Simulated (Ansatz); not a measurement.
# CoSi2 (Fm-3m): equation of state

An exercise on one series of results from a longer session: the logs are not shown, and one member is left open.

The COD entry's cell or inner coordinates are ideal or old and differ from later refinements, so a difference from it is no clean test against experiment.

Computed with Ansatz 0.2.0 (DFT PBE, scalar-relativistic, plane waves, PAW, unless a step's input says otherwise).

Spin polarisation is switched off on purpose; where the compound carries moments, volume, stiffness and gap are then not the real material's.

## The starting structure

It takes space group Fm-3m (No. 225, cubic). Conventional cell: a = 5.360 Å, b = 5.360 Å, c = 5.360 Å, α = 90.00°, β = 90.00°, γ = 90.00°. Co (site symmetry m-3m) has 8 Si at 2.32 Å as nearest neighbours. Si (site symmetry -43m) has 4 Co at 2.32 Å as nearest neighbours.

Coordinates:

```xyz
3
Lattice="0.0000 2.6798 2.6798 2.6798 0.0000 2.6798 2.6798 2.6798 0.0000" Properties=species:S:1:pos:R:3 pbc="T T T"
Co    0.0000    0.0000    0.0000
Si    1.3399    1.3399    1.3399
Si    4.0197    4.0197    4.0197
```

This cell comes from an earlier session at PBE: 12.830 Å³/atom at 0.00 GPa, on a 12×12×12 mesh.

Volume factors to run: 0.980, 1.020, 0.960, 1.040.

Set-up of the first run:

Input file input.yaml:

```yaml
crystal:
  lattice:
    - [0.0, 2.6618343333, 2.6618343333]
    - [2.6618343333, 0.0, 2.6618343333]
    - [2.6618343333, 2.6618343333, 0.0]
  atoms:
    - { symbol: Co, position: [0.0, 0.0, 0.0] }
    - { symbol: Si, position: [0.25, 0.25, 0.25] }
    - { symbol: Si, position: [0.75, 0.75, 0.75] }
basis:
  ecutwfc: 420
  ecutrho_ratio: 4
kpoints:
  mp_grid: { grid: [12, 12, 12] }
hamiltonian:
  xc: pbe
scf:
  occupations: { method: gaussian, width: 0.05 }
output:
  forces: true
  stress: true
  eigenvalues: true
```

The run is started by

```sh
$ ansatz run input.yaml --threads 1 --pin off --max-ram 2560MiB --backend cpu --events-out ev --progress --plain --runs-dir out
```

Steps of the session up to this table: At 0.980 of the relaxed volume; Volume × 1.020; Scaling the volume by 0.960; Volume × 1.040.

One table of the session follows, with a row left open; its other results are not shown here.

```
volume (Å³/atom)  energy (meV/atom)  pressure (GPa)
          12.317              12.35            8.02
          12.573               2.96            3.79
          12.830               0.00            0.00
          13.087                  ?               ?
          13.343              10.68           -6.42
```

**Question.** Estimate the row for volume (Å³/atom) = 13.087.

Worked estimate for «energy (meV/atom)». A straight line through the neighbours (12.830, 0.00) and (13.343, 10.68) gives 0.00 + (10.68 − 0.00) × (13.087 − 12.830) / (13.343 − 12.830) = 5.35; a parabola fitted to 3 rows on both sides gives 2.59.

**Answer.** energy (meV/atom): 2.77; pressure (GPa): -3.39. In «energy (meV/atom)» the line misses by +2.58 and the parabola by -0.18.

volume (Å³/atom), energy (meV/atom) and a bar:
```
    12.32       12.3 ##############################
    12.57        3.0 #######
    12.83        0.0 
    13.09        2.8 #######
    13.34       10.7 ##########################
```
